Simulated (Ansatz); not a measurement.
GaH2O, SMILES [O][GaH2], a relaxed scan of one distance

Computed with the Ansatz DFT code, driven from Python.

Run as a notebook:

```python
from dataclasses import dataclass

import ansatz
import numpy as np
```

```python
@dataclass(frozen=True)
class Options:
    basis: str = "def2-SVP"
    xc: str = "PBE0"
    vdw: str = "d3bj"


cfg = Options()
```

```python
system = (
    ansatz.Crystal.molecule()
    .atom("O", [-0.966, -0.5002, 1.2158])
    .atom("Ga", [0.2102, 0.0345, -0.0803])
    .atom("H", [-0.8257, -0.0892, -1.409])
    .atom("H", [1.637, 0.4946, 0.2531])
)
```

```python
base = system.calculation()
base = base.basis(gaussian=cfg.basis).functional(cfg.xc, dispersion=cfg.vdw)
base = base.spin("collinear", total=1)
symbols = [site.symbol for site in system.cartesian_sites]
pairs = [(0, 1), (1, 2), (1, 3)]
print("held (A)   E (eV)        ", "  ".join(f"{symbols[i]}{i}-{symbols[j]}{j}" for i, j in pairs))
for length in [1.68, 1.83, 1.98, 2.2, 2.47]:
    r = base.relax(constraints=[ansatz.DistanceConstraint((0, 1), at=length)], force_tolerance=0.02, max_steps=60).run(threads=1, pin="off").report
    xyz = np.array(r["positions_ang"])
    print(f"{length:6.2f} {r['free_energy_ev']:14.5f}  ", "  ".join(f"{np.linalg.norm(xyz[i] - xyz[j]):.3f}" for i, j in pairs))
```

    held (A)   E (eV)         O0-Ga1  Ga1-H2  Ga1-H3
    DeckWarning: relax.constraints: the input's atoms, or those drawn, lie off the distances that are held; a relaxation that starts there is brought onto them ahead of its first SCF, by positions alone, an atom by 7.50e-2 Å at the most. With the symmetry detection on, the symmetry is detected on the input's atoms as so brought (as typed, where only the drawn atoms reach the distances), and notices that speak of the structure as typed mean those atoms
      1.68   -54437.86308   1.680  1.561  1.561
      1.83   -54438.02657   1.830  1.558  1.558
      1.98   -54437.75585   1.980  1.555  1.555
      2.20   -54437.04305   2.200  1.554  1.554
      2.47   -54436.07861   2.470  1.553  1.553

Notes:
- Total energies depend on the basis set; only differences at equal settings carry meaning.
- Warnings are shown shortened and without file and line.
- The energies are electronic: no zero-point or thermal terms, and the basis set is short of its limit.
- The species is open-shell (spin multiplicity 2).
- It ran for 93 s on 1 thread of Arm Neoverse V2 (shared host), peak memory 0.22 GiB.
